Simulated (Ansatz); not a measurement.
# GaPHO+ (triplet): from Hartree-Fock to the top rungs, cc-pVDZ

How much of the correlation energy of GaPHO+ (triplet) does each wave-function method recover here?

The runs use Ansatz 0.2.0, Gaussian basis; cc-pVDZ, core rule «outside noble gas», up to 20 orbitals frozen.

Plan: UHF; CCSD(T) on ROHF; CCSD(T) on UHF; BCCD(T) on ROHF; CISD as a restricted active space (open shells left free, so some higher excitations enter); CCSDT(Q) on ROHF; CCSDT(Q) on UHF.

32 further runs of the same task are left out: 3 for a known fault of the program, 14 that didn't finish, 15 set aside as unsound or not needed. Runs told in other sessions of the task aren't counted.

### 1 The system

The geometry is a PBE0/def2-TZVP stationary point (not a proven minimum) of the parent state, kept for this charge and spin. No spin-orbit coupling is included. The filled d shell of Ga may be among the frozen orbitals whatever the setting's name suggests.

4 atoms, charge 1, spin multiplicity 3.

Atoms are counted from 1 here; the program's logs count them from 0.

Bond lengths: Ga1–P2 2.199 Å, Ga1–O3 1.965 Å, Ga1–H4 1.546 Å, P2–O3 1.629 Å. Angles: P2–Ga1–O3 45.6°, P2–Ga1–H4 160.4°, O3–Ga1–H4 114.7°, Ga1–P2–O3 59.6°, Ga1–O3–P2 74.8°.

### 2 UHF

The input, in.yaml:

```yaml
crystal:
  periodic: [false, false, false]
  atoms:
    - {symbol: Ga, position_ang: [0.000000, 0.098964, 0.771595]}
    - {symbol: P, position_ang: [0.000000, 0.376024, -1.409922]}
    - {symbol: O, position_ang: [0.000000, -1.121443, -0.768476]}
    - {symbol: H, position_ang: [0.000000, -0.599735, 2.150715]}
basis:
  gaussian: {orbitals: cc-pVDZ}
total_charge: 1
magnetization: {spin_polarized: true, initial_magnetization: 2}
hamiltonian: {xc: hf}
output: {orbitals: {seedname: orbitals}}
```

Command:

```sh
> ansatz run in.yaml --threads 1 --pin off --events-out ev --progress --plain --max-ram 2393MiB
```

Further steps of the session: CCSD(T) on ROHF; CCSD(T) on UHF; BCCD(T) on ROHF; CISD as a restricted active space (open shells left free, so some higher excitations enter); CCSDT(Q) on ROHF; CCSDT(Q) on UHF.

Q: Predict the results of all the runs planned. Wanted: UCCSDT(Q) from the RHF energy; RMP2 from UCCSDT(Q); UMP2 from UCCSDT(Q); RCCSD from UCCSDT(Q); RCCSD(T) from UCCSDT(Q); UCCSD(T) from UCCSDT(Q); RCCSDT(Q) from UCCSDT(Q); T1 diagnostic.

The runs gave:

```
                         quantity        value
    UCCSDT(Q) from the ROHF energy  -10.1570 eV
              RMP2 from UCCSDT(Q)   +875.9 meV
              UMP2 from UCCSDT(Q)  +1186.4 meV
             RCCSD from UCCSDT(Q)   +464.0 meV
          RCCSD(T) from UCCSDT(Q)    +77.9 meV
          UCCSD(T) from UCCSDT(Q)    +85.1 meV
         RCCSDT(Q) from UCCSDT(Q)     +8.1 meV
levels within 1 kcal/mol (43 meV)    RCCSDT(Q)
                    T1 diagnostic        0.032
```

RCCSD(T) lands +77.9 meV from the yardstick (0.8 % of the correlation energy). These misses are within one basis, not against nature; the frozen cores of restricted and unrestricted runs differ, which can shift their rows.
